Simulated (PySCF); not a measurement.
# C5H9B: the cost of one run

The runs use PySCF 2.14.0, with density-fitted response routines of our own; the level of theory stands in each step. All values are computed, except where a source is named. Atoms are numbered from 0 throughout.

## Step 1: The molecule as given

15 atoms, charge 0, multiplicity 1; geometry from: GFN2-xTB.

Bonds of the start (Å): C0–C1 1.44, C1–C2 1.21, C2–B3 1.50, B3–C4 1.58, C4–C5 1.53, C0–H6 1.09, C0–H7 1.09, C0–H8 1.09, B3–H9 1.17, C4–H10 1.10, C4–H11 1.09, C5–H12 1.09, C5–H13 1.09, C5–H14 1.09.

## Step 2: Geometry optimisation at PBE0-D3(BJ)/def2-SVP

What the job is given:

```
{"job": {"xc": "PBE0", "basis": "def2-SVP", "d3": "d3bj", "grid": 1, "kind": "geom"}, "charge": 0, "multiplicity": 1}
C      3.579772    -0.106925     0.163444
C      2.166974     0.015174    -0.112997
C      0.984175     0.118932    -0.343048
B     -0.480124     0.256601    -0.627915
C     -1.522699    -0.191031     0.473830
C     -2.989848     0.109421     0.165000
H      3.806227     0.319981     1.141013
H      4.166093     0.410545    -0.596314
H      3.861105    -1.160431     0.169933
H     -0.826372     0.684274    -1.664240
H     -1.409938    -1.269633     0.632721
H     -1.262160     0.261155     1.436146
H     -3.296031    -0.382257    -0.755963
H     -3.639322    -0.237811     0.968032
H     -3.142265     1.179995     0.043547
```

On the command line:

```bash
OMP_NUM_THREADS=1 python probes_run.py task.json out
```

The driver reads the jobs from task.json and runs them one after another.

Q: Estimate the wall time and peak memory of this first job on 1 thread of Arm Neoverse V2, shared host.

About 26 s, with a peak of 0.52 GiB.
